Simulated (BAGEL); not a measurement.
# HF/STO-3G (density fitting with qzvpp-jkfit) run of BSiH2F3 (SMILES B[Si](F)(F)F)

What is the vertical singlet–triplet gap of BSiH2F3 at HF/STO-3G (density fitting with qzvpp-jkfit)? 

Program for the calculation: BAGEL 1.2.2.

1 further run of the same task is left out (set aside as unsound or not needed).

### 1 Starting point

BSiH2F3 has 7 atoms, charge 0, and is taken as a singlet. SMILES: `B[Si](F)(F)F`. The coordinates come from a PBE0-D4/def2-TZVP relaxation.

Bond lengths: B1–Si2 2.004 Å, Si2–F3 1.583 Å, Si2–F4 1.581 Å, Si2–F5 1.582 Å, B1–H6 1.193 Å, B1–H7 1.192 Å. Angles: B1–Si2–F3 109.8°, B1–Si2–F4 114.3°, B1–Si2–F5 111.6°, F3–Si2–F4 106.8°, F3–Si2–F5 107.7°, F4–Si2–F5 106.3°, Si2–B1–H6 119.2°, Si2–B1–H7 122.0°, H6–B1–H7 118.8°.

### 2 The energy at HF/STO-3G (density fitting with qzvpp-jkfit)

hf.json

```json
{ "bagel": [

{
  "title": "molecule",
  "basis": "sto-3g",
  "df_basis": "qzvpp-jkfit",
  "angstrom": true,
  "geometry": [
    { "atom": "B", "xyz": [    0.237400,   -1.164700,    0.329000 ] },
    { "atom": "Si", "xyz": [   -0.156000,    0.719000,   -0.229000 ] },
    { "atom": "F", "xyz": [    1.181800,    1.433300,   -0.682800 ] },
    { "atom": "F", "xyz": [   -1.171200,    0.842800,   -1.434800 ] },
    { "atom": "F", "xyz": [   -0.772300,    1.561500,    0.959800 ] },
    { "atom": "H", "xyz": [    0.858700,   -1.358200,    1.328400 ] },
    { "atom": "H", "xyz": [   -0.117200,   -2.101700,   -0.316200 ] }
  ]
},
{
  "title": "hf"
},
{
  "title": "print",
  "file": "orbitals.molden",
  "orbitals": true
}

]}
```

Launch:

```
BAGEL_NUM_THREADS=1 BAGEL hf.json > hf.out
```

What it wrote:

```text
* using 1 threads per process

  ===============================================================
  ===============================================================

  *** Geometry ***

  { "atom" : "B", "xyz" : [      0.448621,     -2.200964,      0.621720 ] },
  { "atom" : "Si", "xyz" : [     -0.294797,      1.358713,     -0.432747 ] },
  { "atom" : "F", "xyz" : [      2.233278,      2.708544,     -1.290305 ] },
  { "atom" : "F", "xyz" : [     -2.213247,      1.592661,     -2.711379 ] },
  { "atom" : "F", "xyz" : [     -1.459435,      2.950807,      1.813759 ] },
  { "atom" : "H", "xyz" : [      1.622708,     -2.566626,      2.510312 ] },
  { "atom" : "H", "xyz" : [     -0.221476,     -3.971637,     -0.597531 ] },

  Number of auxiliary basis functions:      470

  Since a DF basis is specified, we compute 2- and 3-index integrals:
    o Being stored without compression. Storage requirement is 0.004 GB

  Number of basis functions:       31
  Number of electrons      :       48

    * METHOD: MOLECULE                             0.26

  *** RHF ***

  === Nuclear Repulsion ===
   237.3236627750

      * DIIS with orbital gradients will be used.

  === RHF iteration (sto-3g) ===
      0       -605.14669954          0.01854412           0.03
      1       -605.28415274          0.00334075           0.03
      2       -605.28934487          0.00100214           0.03
      3       -605.29007629          0.00014294           0.03
      4       -605.29009140          0.00002053           0.03
      5       -605.29009168          0.00000260           0.03
      6       -605.29009168          0.00000074           0.03
      7       -605.29009168          0.00000022           0.03
      8       -605.29009168          0.00000005           0.03
      9       -605.29009168          0.00000002           0.03
     10       -605.29009168          0.00000000           0.03
    * SCF iteration converged.

    * Permanent dipole moment:
           (   -0.088994,     0.586192,    -0.160900) a.u.

    * METHOD: HF                                   0.46

    * METHOD: PRINT                                0.01

  ===============================================================
```

Wall time 0.91 s (1 thread of Arm Neoverse N1, shared host); peak memory 0.082 GiB.

### 3 The triplet

input.json

```json
{ "bagel" : [

{
  "title" : "molecule",
  "basis" : "sto-3g",
  "df_basis" : "qzvpp-jkfit",
  "angstrom" : "true",
  "geometry" : [
    { "atom" : "B", "xyz" : [       0.237400,      -1.164700,       0.329000 ] },
    { "atom" : "Si", "xyz" : [      -0.156000,       0.719000,      -0.229000 ] },
    { "atom" : "F", "xyz" : [       1.181800,       1.433300,      -0.682800 ] },
    { "atom" : "F", "xyz" : [      -1.171200,       0.842800,      -1.434800 ] },
    { "atom" : "F", "xyz" : [      -0.772300,       1.561500,       0.959800 ] },
    { "atom" : "H", "xyz" : [       0.858700,      -1.358200,       1.328400 ] },
    { "atom" : "H", "xyz" : [      -0.117200,      -2.101700,      -0.316200 ] }
  ]
},

{ "title" : "uhf", "nopen" : 2 },

{ "title" : "print", "file" : "orbitals.molden", "orbitals" : "true" }

]}
```

Launch:

```
BAGEL_NUM_THREADS=1 BAGEL input.json > input.out
```

What it wrote:

```text
* using 1 threads per process

  ===============================================================
  ===============================================================

  *** Geometry ***

  { "atom" : "B", "xyz" : [      0.448621,     -2.200964,      0.621720 ] },
  { "atom" : "Si", "xyz" : [     -0.294797,      1.358713,     -0.432747 ] },
  { "atom" : "F", "xyz" : [      2.233278,      2.708544,     -1.290305 ] },
  { "atom" : "F", "xyz" : [     -2.213247,      1.592661,     -2.711379 ] },
  { "atom" : "F", "xyz" : [     -1.459435,      2.950807,      1.813759 ] },
  { "atom" : "H", "xyz" : [      1.622708,     -2.566626,      2.510312 ] },
  { "atom" : "H", "xyz" : [     -0.221476,     -3.971637,     -0.597531 ] },

  Number of auxiliary basis functions:      470

  Since a DF basis is specified, we compute 2- and 3-index integrals:
    o Being stored without compression. Storage requirement is 0.004 GB

  Number of basis functions:       31
  Number of electrons      :       48

    * METHOD: MOLECULE                             0.26

  *** Open-shell HF ***

  === Nuclear Repulsion ===
   237.3236627750

      * DIIS with orbital gradients will be used.

  === UHF iteration (sto-3g) ===
      0       -604.99196537          0.03532424           0.06
      1       -605.12089210          0.00782114           0.06
      2       -605.12816027          0.00225934           0.06
      3       -605.12928393          0.00109103           0.06
      4       -605.12978150          0.00036776           0.06
      5       -605.12988739          0.00011598           0.06
      6       -605.12989818          0.00003250           0.06
      7       -605.12989872          0.00001452           0.06
      8       -605.12989886          0.00000683           0.06
      9       -605.12989889          0.00000369           0.06
     10       -605.12989890          0.00000184           0.06
     11       -605.12989891          0.00000099           0.06
     12       -605.12989891          0.00000041           0.06
     13       -605.12989891          0.00000021           0.06
     14       -605.12989891          0.00000007           0.06
     15       -605.12989891          0.00000004           0.06
     16       -605.12989891          0.00000002           0.06
     17       -605.12989891          0.00000001           0.06
    * SCF iteration converged.

    * S^2 (UHF) is 2.0205

    * Permanent dipole moment:
           (    0.193995,    -0.819856,     0.254263) a.u.

    * METHOD: UHF                                  1.19

    * METHOD: PRINT                                0.01

  ===============================================================
```

Run time: 1.6 s. Hardware: 1 thread of Arm Neoverse N1, shared host; peak memory 0.082 GiB.

### 4 Results

Level: HF/STO-3G (density fitting with qzvpp-jkfit).

```
                                        quantity          value
                           singlet: total energy  -605.29009 Eh
                          singlet: dipole moment         1.56 D
                            singlet: HOMO energy       -9.42 eV
                            singlet: LUMO energy        5.42 eV
                          singlet: HOMO–LUMO gap       14.83 eV
                           triplet: total energy  -605.12990 Eh
                          triplet: dipole moment         2.24 D
                                   triplet: ⟨S²⟩          2.021
vertical energy of the triplet above the singlet       4.359 eV
```

**Reading.** At this shape the triplet lies 4.36 eV (101 kcal/mol) above the singlet. In a minimal basis such a difference can be off by several eV, whatever the method.
